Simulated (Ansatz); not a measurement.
# CH4Ge: the cost of one run

The runs use Ansatz 0.2.0, Gaussian basis; cc-pVTZ, core rule «outside noble gas», up to 15 orbitals frozen.

The runs, in order: UHF; CCSD(T) on RHF; CCSD(T) on UHF; BCCD(T) on RHF; CCSDT(Q) on RHF; CASSCF and NEVPT2, 12 electrons in 12 orbitals.

### Step 1. The geometry

The geometry is a PBE0/def2-TZVP stationary point (not a proven minimum). No spin-orbit coupling is included. The filled d shell of Ge may be among the frozen orbitals whatever the setting's name suggests; the logs give the count.

6 atoms, charge 0, spin multiplicity 1.

Atoms are counted from 1 here; the program's logs count them from 0.

Bond lengths: Ge1–C2 1.769 Å, Ge1–H3 1.526 Å, Ge1–H4 1.526 Å, C2–H5 1.082 Å, C2–H6 1.082 Å. Angles: C2–Ge1–H3 122.6°, C2–Ge1–H4 122.6°, H3–Ge1–H4 114.7°, Ge1–C2–H5 121.4°, Ge1–C2–H6 121.4°, H5–C2–H6 117.1°.

### Step 2. UHF

File in.yaml:

```yaml
crystal:
  periodic: [false, false, false]
  atoms:
    - {symbol: Ge, position_ang: [0.000000, 0.000000, 0.273860]}
    - {symbol: C, position_ang: [0.000000, 0.000000, -1.494741]}
    - {symbol: H, position_ang: [0.000000, 1.285282, 1.096845]}
    - {symbol: H, position_ang: [0.000000, -1.285282, 1.096845]}
    - {symbol: H, position_ang: [0.000000, 0.923283, -2.059354]}
    - {symbol: H, position_ang: [0.000000, -0.923283, -2.059354]}
basis:
  gaussian: {orbitals: cc-pVTZ}
magnetization: {spin_polarized: true, initial_magnetization: 0}
hamiltonian: {xc: hf}
output: {orbitals: {seedname: orbitals}}
```

Launch:

```
> ansatz run in.yaml --threads 1 --pin off --events-out ev --progress --plain --max-ram 2816MiB --backend cpu
```

Q: Estimate wall time and peak memory on 1 thread of AMD EPYC 7R13, shared host.

About 6.5 s, with a peak of 0.41 GiB.
